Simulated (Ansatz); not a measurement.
# COs: the cost of one run

Computed with Ansatz 0.2.0 (the levels named in each step, unless a step's input says otherwise).

## (1) The system as given

Bond lengths: C1–Os2 1.783 Å.

As a file:

```xyz
2

C     0.0000    0.0000    0.0000
Os    0.0000    0.0000    1.7831
```

## (2) A rough first relaxation, PBE-D4/def2-SVP

This run stands in another session on the same molecule. It ended at:

```xyz
2

C     0.0000    0.0000    0.0524
Os    0.0000    0.0000    1.7307
```

## (3) Relaxation, PBE0-D4/def2-TZVPP

This run stands in another session on the same molecule. It ended at:

```xyz
2

C     0.0000    0.0000    0.0667
Os    0.0000    0.0000    1.7164
```

## (4) Bond length 1.4517 Å, PBE0-D4/def2-QZVPP

Contents of input.yaml:

```yaml
crystal:
  periodic: [false, false, false]
  atoms:
    - { symbol: C, position_ang: [0.0, 0.0, 0.0] }
    - { symbol: Os, position_ang: [0.0, 0.0, 1.4517] }
magnetization:
  spin_polarized: true
  initial_magnetization: 2
basis:
  gaussian: { orbitals: def2-QZVPP.json }
hamiltonian:
  xc: pbe0
  dispersion: d4
```

Started as:

```bash
$ ansatz run input.yaml --threads 2 --pin off --max-ram 5120MiB --backend cpu --events-out ev --progress --plain --runs-dir out
```

Q: Estimate wall time and peak memory on 2 threads of AMD EPYC (Zen 3), shared host.

About 11 s, with a peak of 0.24 GiB.
